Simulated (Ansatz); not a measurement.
Below is the output of a Python script on Ansatz 0.2.0, Python API that makes a geometry optimisation of AlH₅N₂Se, SMILES [NH2][Al]([NH2])[SeH]. Write a script that gives it. Settings: PBE0, def2-SVP basis, multiplicity 1.

```tsv
atom	x (Å)	y (Å)	z (Å)
N	-0.4875	1.3667	-1.2208
Al	-0.2624	-0.0827	-0.0724
N	1.4018	-0.9618	-0.0532
Se	-1.9613	-0.8294	1.3497
H	-0.3286	1.0743	-2.2196
H	0.1912	2.1369	-0.9925
H	1.8017	-0.9237	0.9512
H	1.2931	-1.9506	-0.2688
H	-1.5595	0.1241	2.5093
```

Output of `python opt_alh5n2se.py`:
```text
[INFO] reference energy    -74984.593588 eV
[INFO] total energy        -74984.593588 eV
occupied (up, down): [33, 33]  virtual: [70, 70]  frozen: 0
[INFO] bond        before    after (A)
N0-Al1       1.8629   1.7720
N0-H4        1.0528   1.0130
N0-H5        1.0516   1.0135
Al1-N2       1.8822   1.7708
Al1-Se3      2.3380   2.3292
N2-H6        1.0818   1.0132
N2-H7        1.0179   1.0133
Se3-H8       1.5541   1.4711
  atom  mulliken  lowdin
0    N    -0.482   0.022
1   Al     0.718  -0.106
2    N    -0.480   0.025
3   Se    -0.359   0.026
4    H     0.134   0.005
5    H     0.133   0.006
6    H     0.137   0.007
7    H     0.132   0.006
8    H     0.066   0.009
dipole (e A): [ 0.2916  0.2094 -0.3458]
```

The script that was run (others could print the same):

`opt_alh5n2se.py`
```python
import logging
import sys
import warnings

import ansatz as az
import numpy as np
import pandas as pd

logging.basicConfig(stream=sys.stdout, format="[%(levelname)s] %(message)s")
logger = logging.getLogger("run")
logger.setLevel(logging.INFO)

GEOMETRY = """
N    -0.48750    1.36670   -1.22080
Al   -0.26240   -0.08270   -0.07240
N     1.40180   -0.96180   -0.05320
Se   -1.96130   -0.82940    1.34970
H    -0.32860    1.07430   -2.21960
H     0.19120    2.13690   -0.99250
H     1.80170   -0.92370    0.95120
H     1.29310   -1.95060   -0.26880
H    -1.55950    0.12410    2.50930
"""

warnings.simplefilter("ignore", az.DeckWarning)

system = az.Crystal.molecule()
for line in GEOMETRY.strip().splitlines():
    symbol, *xyz = line.split()
    system = system.atom(symbol, [float(v) for v in xyz])

setup = system.calculation()
setup = setup.basis(gaussian="def2-SVP")
setup = setup.functional("pbe0")
symbols = [site.symbol for site in system.cartesian_sites]
start = np.array([site.position_ang for site in system.cartesian_sites], dtype=float)
summary = setup.relax(force_tolerance=0.005).run(threads=1, backend="cpu").report
end = np.array(summary["positions_ang"])

logger.info("reference energy %16.6f eV" % summary["reference_energy_ev"])
logger.info("total energy     %16.6f eV" % summary["free_energy_ev"])
print("occupied (up, down):", summary["n_occupied"], " virtual:", summary["n_virtual"], " frozen:", summary["n_frozen"])

logger.info("bond        before    after (A)")
for i, j in [(0, 1), (0, 4), (0, 5), (1, 2), (1, 3), (2, 6), (2, 7), (3, 8)]:
    d0, d1 = (np.linalg.norm(xyz[i] - xyz[j]) for xyz in (start, end))
    print(f"{symbols[i]}{i}-{symbols[j]}{j}".ljust(10), f"{d0:8.4f} {d1:8.4f}")

charges = summary["charge_distribution"]
table = pd.DataFrame({"atom": symbols, "mulliken": charges["mulliken_charges_e"], "lowdin": charges["lowdin_charges_e"]})
print(table.round(3).to_string())
print("dipole (e A):", np.round(charges["dipole_moment_e_ang"], 4) + 0.0)
```

Total energies depend on the basis set; only differences at equal settings carry meaning. The end point is the stationary point reached from this start; no frequency run checks that it is a minimum, and the basis set is modest. The Löwdin charges here are taken after orthogonalising the functions within each atom; they differ from plain Löwdin charges, and their signs can be unphysical. The whole script took 2 min on 1 thread of Intel(R) Xeon(R) Platinum 8375C CPU @ 2.90GHz (Ice Lake), with other jobs on the host, peak memory 0.35 GiB.

(Lines on the test bed's own set-up are left out of the output.)
